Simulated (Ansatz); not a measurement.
# TeH2Se (SMILES [SeH][TeH]): functionals against CCSD(T) at one geometry

An exercise on one series of results from a longer session: the logs are not shown, and one member is left open.

Method: single points in def2-TZVPP; program: Ansatz 0.2.0, Gaussian basis.

Correlated methods freeze the cores. Filled d shells of the heavier atoms are correlated. Core potentials replace the inner electrons past krypton, and spin-orbit coupling is left out.

## Where the work starts

4 atoms, charge 0, spin multiplicity 1.

Atoms are counted from 1 here; the program's logs count them from 0.

Bond lengths: Se1–Te2 2.468 Å, Se1–H3 1.399 Å, Te2–H4 1.668 Å. Angles: Te2–Se1–H3 99.5°, Se1–Te2–H4 91.6°.

Coordinates:

```xyz
4
H2SeTe
Se    0.4113   -1.1818    0.3782
Te    0.6261    1.2499    0.0123
H    -0.8198   -1.2068    1.0424
H    -0.2120    1.1560   -1.4270
```

Set-up of the first run:

The input, run/in.yaml:

```yaml
crystal:
  periodic: [false, false, false]
  atoms:
    - {symbol: Se, position_ang: [0.411300, -1.181800, 0.378200]}
    - {symbol: Te, position_ang: [0.626100, 1.249900, 0.012300]}
    - {symbol: H, position_ang: [-0.819800, -1.206800, 1.042400]}
    - {symbol: H, position_ang: [-0.212000, 1.156000, -1.427000]}
basis:
  gaussian: {orbitals: def2-TZVPP}
correlation: {method: ccsd_t}
output: {forces: true}
```

No record of the launch command was kept for these runs.

Steps of the session up to this table: CCSD(T)/def2-TZVPP; PBE0-D4/def2-TZVPP; wB97M-V/def2-TZVPP; r2SCAN-D4/def2-TZVPP; PBE-D4/def2-TZVPP; r2SCAN0-D4/def2-TZVPP; LC-wPBE/def2-TZVPP.

One of the session's tables, all rows but one given; the rest of the session is left out.

| method | RMS force component (eV/Å) | angle to CCSD(T) forces (°) | dipole (D) |
| --- | --- | --- | --- |
| CCSD(T) | 0.763 | reference | 0.82 |
| PBE0-D4 | 0.805 | 7.4 | 0.82 |
| wB97M-V | 0.759 | 5.3 | 0.82 |
| r2SCAN-D4 | 0.806 | 6.8 | 0.82 |
| PBE-D4 | 0.936 | 12.9 | 0.76 |
| r2SCAN0-D4 | ? | ? | ? |
| LC-wPBE | 0.723 | 15.0 | 0.90 |

Q: Estimate the row for r2SCAN0-D4 from the others.

As computed: RMS force component (eV/Å): 0.735; angle to CCSD(T) forces (°): 7.1; dipole (D): 0.85. In the column «RMS force component (eV/Å)» it lies between LC-wPBE (0.723) and wB97M-V (0.759).
